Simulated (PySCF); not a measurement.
# CuF₂: doublet, from a bent start

The task is one start of a wider search on CuF₂: the doublet, from a bent start. It is relaxed, tested by its Hessian and followed downhill if it is a saddle.

Computed with PySCF 2.14.0. Level: PBE0, basis Cu def2-TZVP, F def2-TZVP, no relativity, density fitting.

## 1. The starting structure

3 atoms, charge 0, spin multiplicity 2.

Bond lengths: Cu1–F2 1.760 Å, Cu1–F3 1.760 Å. Angles: F2–Cu1–F3 110.0°.

```xyz
3
charge 0 multiplicity 2
Cu    0.0000    0.0000    0.0000
F     1.4417    0.0000    1.0095
F    -1.4417    0.0000    1.0095
```

## 2. Finding the electronic state

The steps below are one call of a driver around PySCF. For each, scf.py gives the equivalent set-up of the SCF; relaxations use the driver's own optimiser. After this first run the driver tries any further starts and a stability analysis.

scf.py

```python
from pyscf import gto, scf, dft
mol = gto.M(atom='''
Cu     0.000000     0.000000     0.000000
F      1.441700     0.000000     1.009500
F     -1.441700     0.000000     1.009500''',
    basis={'Cu': 'def2-TZVP', 'F': 'def2-TZVP'},
    charge=0, spin=1)
mf = dft.UKS(mol, xc='PBE0')
mf.grids.atom_grid = (50, 194)
aux = {'Cu': 'def2-universal-JKFIT', 'F': 'def2-universal-JKFIT'}
mf = mf.density_fit(auxbasis=aux)
mf.conv_tol = 1e-08
mf.diis_space = 10
mf.max_cycle = 60
mf.init_guess = 'minao'
mf.verbose = 4
mf.kernel()
```

On the command line:

```sh
> OMP_NUM_THREADS=4 python axn.py task.json out
```

What it wrote:

```text
init E= -1839.36955629314
[... the frontier-level lines of each cycle are left out ...]
cycle= 1 E= -1837.88911471418  delta_E= 1.48  |g|= 3.13  |ddm|= 1.26
cycle= 2 E= -1828.77782361693  delta_E= 9.11  |g|=  6.8  |ddm|= 4.05
cycle= 3 E= -1839.49870605093  delta_E= -10.7  |g|= 1.28  |ddm|= 3.63
cycle= 4 E= -1839.38639746366  delta_E= 0.112  |g|= 1.21  |ddm|= 0.998
cycle= 5 E= -1839.83891725809  delta_E= -0.453  |g|= 0.128  |ddm|= 0.579
cycle= 6 E= -1839.84319232002  delta_E= -0.00428  |g|= 0.0471  |ddm|= 0.0764
cycle= 7 E= -1839.84356103405  delta_E= -0.000369  |g|= 0.0249  |ddm|= 0.0163
cycle= 8 E= -1839.8437034133  delta_E= -0.000142  |g|= 0.00796  |ddm|= 0.0118
cycle= 9 E= -1839.84372257468  delta_E= -1.92e-05  |g|= 0.000422  |ddm|= 0.00709
cycle= 10 E= -1839.84372280917  delta_E= -2.34e-07  |g|= 0.000216  |ddm|= 0.00085
cycle= 11 E= -1839.84372283705  delta_E= -2.79e-08  |g|= 7.94e-05  |ddm|= 0.000283
cycle= 12 E= -1839.84372283977  delta_E= -2.73e-09  |g|= 2.27e-05  |ddm|= 8.25e-05
Extra cycle  E= -1839.84372283927  delta_E= 5.07e-10  |g|= 6.07e-05  |ddm|= 3.39e-05
converged SCF energy = -1839.84372283927  <S^2> = 0.75451601  2S+1 = 2.0045109
```

This step, with its further starts and checks, ran for 8.8 s (4 threads of Arm Neoverse V2, shared host).

The starts that the driver tried:

```csv
start,energy (Eh)
the minimal-basis guess,-1839.843723
a thermally smeared density,-1839.843723
a smeared PBE density,-1839.843723
```

No lower solution of this spin turned up from the other starts or in the test of internal stability.

## 3. Relaxing the doublet from the bent start

The program finds C2v symmetry in the start, which this walk keeps.

scf.py: that of step 2 with these lines changed.

```diff
@@ -3,3 +3,3 @@
-Cu     0.000000     0.000000     0.000000
-F      1.441700     0.000000     1.009500
-F     -1.441700     0.000000     1.009500''',
+Cu     0.000000     0.000000    -0.380057
+F      1.441700     0.000000     0.629443
+F     -1.441700     0.000000     0.629443''',
@@ -15 +14,0 @@
-mf.init_guess = 'minao'
```

Steps of the walk:

| step | energy (Eh) | change (kJ/mol) | largest symmetric gradient (Eh/bohr) |
| --- | --- | --- | --- |
| 0 | -1839.843723 | 0.00 | 0.02887 |
| 1 | -1839.849486 | -15.13 | 0.02031 |
| 2 | -1839.856578 | -33.75 | 0.01503 |
| 3 | -1839.858558 | -38.95 | 0.00885 |
| 4 | -1839.859800 | -42.21 | 0.00328 |
| 5 | -1839.860148 | -43.12 | 0.01035 |
| 6 | -1839.860539 | -44.15 | 0.00150 |
| 7 | -1839.860661 | -44.47 | 0.00094 |
| 8 | -1839.860731 | -44.65 | 0.00219 |
| 9 | -1839.860749 | -44.70 | 0.00011 |
| 10 | -1839.860750 | -44.70 | 0.00002 |

The walk took 16 s.

Geometry (Å) and forces (eV/Å) at some steps:

```
step 0
Cu   0.000   0.000  -0.380   0.000   0.000   1.485
F    1.442   0.000   0.629  -0.136   0.000  -0.742
F   -1.442   0.000   0.629   0.136   0.000  -0.742
step 1
Cu   0.000   0.000  -0.291   0.000   0.000   1.044
F    1.505   0.000   0.585  -0.019   0.000  -0.522
F   -1.505   0.000   0.585   0.019   0.000  -0.522
step 5
Cu   0.000   0.000   0.203   0.000   0.000   0.135
F    1.734   0.000   0.338  -0.532   0.000  -0.068
F   -1.734   0.000   0.338   0.532   0.000  -0.068
step 10
Cu   0.000   0.000   0.291   0.000   0.000   0.001
F    1.717   0.000   0.294  -0.001   0.000  -0.001
F   -1.717   0.000   0.294   0.001   0.000  -0.001
```

End point (D∞h, 10 steps, 44.7 kJ/mol gained): Cu–F 1.717 Å (×2); F–Cu–F 179.8°.

## 4. Is it a minimum? Harmonic modes

On the finer grid the gradient is checked again; gradients at displacements of ±0.02 bohr then give force constants and infrared intensities.

scf.py: that of step 3 with these lines changed.

```diff
@@ -3,3 +3,3 @@
-Cu     0.000000     0.000000    -0.380057
-F      1.441700     0.000000     0.629443
-F     -1.441700     0.000000     0.629443''',
+Cu     0.000000     0.000000     0.000000
+F      1.716880     0.000000    -0.000000
+F     -1.716880    -0.000000     0.000000''',
@@ -9 +9 @@
-mf.grids.atom_grid = (50, 194)
+mf.grids.atom_grid = (75, 302)
@@ -12 +12 @@
-mf.conv_tol = 1e-08
+mf.conv_tol = 1e-10
```

The driver hands on the density of the step before, so the log starts near convergence.

Log of the central SCF (cycles and frontier levels):

```text
init E= -1839.86064828397
[... the frontier-level lines of each cycle are left out ...]
cycle= 1 E= -1839.86064828389  delta_E= 8.32e-11  |g|= 2.12e-05  |ddm|= 9.85e-06
cycle= 2 E= -1839.86064828316  delta_E= 7.24e-10  |g|= 6.5e-05  |ddm|= 2.79e-05
cycle= 3 E= -1839.86064828398  delta_E= -8.19e-10  |g|= 1.98e-06  |ddm|= 2.06e-05
cycle= 4 E= -1839.86064828398  delta_E= 4.09e-12  |g|= 3.54e-07  |ddm|= 9.55e-07
Extra cycle  E= -1839.86064828398  delta_E= -1.36e-12  |g|= 8.2e-07  |ddm|= 4.56e-07
converged SCF energy = -1839.86064828398  <S^2> = 0.75428903  2S+1 = 2.0042844
```

The whole step took 22 s.

Geometry: D∞h; Cu–F 1.717 Å (×2); F–Cu–F 180.0°.

Modes, for the most abundant isotopes:

| ω (cm⁻¹) | IR (km/mol) | μ (u) | type |
| --- | --- | --- | --- |
| 59 | 36.9 | 25.77 | bend |
| 190 | 30.7 | 25.77 | bend |
| 601 | 0.0 | 19.00 | stretch |
| 774 | 126 | 25.77 | stretch |

All wavenumbers are real: a minimum.

Here the density breaks the symmetry of the frame, and no labels are given; pairs that should be degenerate can split.

Constants and moments:

```yaml
Dipole_moment: 0.00 D
Highest_occupied_level: -10.14 eV
Lowest_empty_level: -6.05 eV
Rotational_constants: 0.1505 cm⁻¹
Zero-point_energy: 9.7 kJ/mol
Principal_polarisabilities: 14.0, 14.1, 40.7 bohr³
Atomisation_energy_without_zero-point_energy: 693 kJ/mol
Principal_traceless_quadrupole_moments_about_the_centre_of_mass: -11.99, 5.61, 6.38 D Å
Entropy_at_298.15_K_and_1_bar_electronic_part_spin_only: 265.8 J/(mol K)
Heat_capacity_Cp_at_298.15_K: 52.3 J/(mol K)
Enthalpy_at_298.15_K_above_0_K: 12.98 kJ/mol
Rotational_symmetry_number: 2
Spin_squared_⟨S²⟩: 0.754
```

Charges (e) and bond orders:

```json
{"atom": "Cu1", "Mulliken": "0.92", "Löwdin": "0.59", "polar tensor": "1.19", "spin (Mulliken)": "0.69", "Mayer order to Cu1": "–"}
{"atom": "F2,3", "Mulliken": "-0.46", "Löwdin": "-0.30", "polar tensor": "-0.59", "spin (Mulliken)": "0.16", "Mayer order to Cu1": "0.90"}
```

Outer orbital energies (eV). α occupied: -13.20, -13.18, -12.19, -12.01, -11.60, -11.20, -10.72, -10.46; empty: -1.38, 1.86, 2.14, 3.31. β occupied: -12.57, -12.56, -12.04, -11.92, -11.47, -10.89, -10.37, -10.14; empty: -6.05, -1.31, 1.99, 2.10.

Mulliken populations on Cu1: s 6.52, p 12.25, d 9.31, f 0.00.

## 5. Outcome

| quantity | value |
| --- | --- |
| minimum | doublet, D∞h |
| geometry | Cu–F 1.717 Å (×2); F–Cu–F 180.0° |
| wavenumbers (cm⁻¹) | 59, 190, 601, 774 |
| dipole moment | 0.00 D |
| highest occupied, lowest empty level (either spin) | -10.14, -6.05 eV |
| polar-tensor charge of Cu1 | +1.19 e |
| zero-point energy | 9.7 kJ/mol |
| entropy at 298.15 K | 265.8 J/(mol K) |
| atomisation energy (no zero-point energy) | 693 kJ/mol |
| ⟨S²⟩ | 0.754 |

From C2v at the start the molecule goes to a D∞h minimum. In the infrared the band at 774 cm⁻¹ (stretch) leads. Cu1 has a polar-tensor charge of +1.2 e (a dipole derivative, not a static charge), yet symmetry cancels the bond dipoles. Most of the spin sits on Cu1 (Mulliken spin 0.69, against 1 for the whole molecule). Other starts or spin states, not run here, may lie lower. The SCF density has lower symmetry than the nuclear frame. One determinant may miss the lowest occupation of an open d or f shell.

The search up to here took 46 s.
